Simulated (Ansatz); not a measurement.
**GaH4+ (singlet): from Hartree-Fock to the top rungs at distance Ga1–H2 = 1.527 Å, cc-pVDZ**

Aim: climb from Hartree-Fock through coupled cluster and multireference methods for GaH4+ (singlet) at one geometry and basis, and see what each rung misses.

The runs use Ansatz 0.2.0, Gaussian basis; cc-pVDZ, core rule «outside noble gas», up to 14 orbitals frozen.

To be run: UHF; CCSD(T) on RHF; BCCD(T) on RHF; CISD; CCSDT(Q) on RHF; CASSCF and MRCISD+Q, 2 electrons in 2 orbitals; CASSCF and NEVPT2, 2 electrons in 2 orbitals; Full CI.

35 further runs of the same task are left out: 22 for a known fault of the program, 10 that didn't finish, 3 set aside as unsound or not needed.

## (1) The geometry

The geometry derives from a PBE0/def2-TZVP stationary point (not a proven minimum). One bond is set to the value named and the two fragments are kept rigid. No spin-orbit coupling is included. The filled d shell of Ga may be among the frozen orbitals whatever the setting's name suggests; the logs give the count.

5 atoms, charge 1, spin multiplicity 1.

Atoms are counted from 1 here; the program's logs count them from 0.

Bond lengths: Ga1–H2 1.527 Å, Ga1–H4 1.527 Å, H3–H5 0.765 Å. Angles: H2–Ga1–H4 169.3°.

## (2) UHF

The input, in.yaml:

```yaml
crystal:
  periodic: [false, false, false]
  atoms:
    - {symbol: Ga, position_ang: [0.000000, 0.000000, -0.055194]}
    - {symbol: H, position_ang: [0.000000, 1.520673, -0.197915]}
    - {symbol: H, position_ang: [0.000000, 0.382522, 2.106890]}
    - {symbol: H, position_ang: [0.000000, -1.520673, -0.197915]}
    - {symbol: H, position_ang: [0.000000, -0.382522, 2.106890]}
basis:
  gaussian: {orbitals: cc-pVDZ}
total_charge: 1
magnetization: {spin_polarized: true, initial_magnetization: 0}
hamiltonian: {xc: hf}
output: {orbitals: {seedname: orbitals}}
```

Launch:

```bash
> ansatz run in.yaml --threads 1 --pin off --events-out ev --progress --plain --max-ram 2393MiB
```

Further steps of the session: CCSD(T) on RHF; BCCD(T) on RHF; CISD; CCSDT(Q) on RHF; CASSCF and MRCISD+Q, 2 electrons in 2 orbitals; CASSCF and NEVPT2, 2 electrons in 2 orbitals; Full CI.

**Question.** What will the summary of the whole plan be? Wanted: FCI below the RHF energy; RMP2 from FCI; RCCSD from FCI; RCCSD(T) from FCI; RCCSDT(Q) from FCI; NEVPT2 pair from FCI; T1 diagnostic; effectively unpaired electrons.

The runs gave:

```
                         quantity                                        value
         FCI below the RHF energy                                   -2.8284 eV
                    RMP2 from FCI                                   +703.9 meV
                   RCCSD from FCI                                    +33.4 meV
                RCCSD(T) from FCI                                     +9.1 meV
               RCCSDT(Q) from FCI                                     +0.2 meV
             NEVPT2 pair from FCI                                   +661.4 meV
levels within 1 kcal/mol (43 meV)  RCCSD, RCCSD(T), BCCD(T), RCCSDT, RCCSDT(Q)
                    T1 diagnostic                                        0.008
   effectively unpaired electrons                                         0.03
```

What this shows: RCCSD(T) lands +9.1 meV from the yardstick (0.3 % of the correlation energy). One determinant dominates. These misses are within one basis, not against nature.
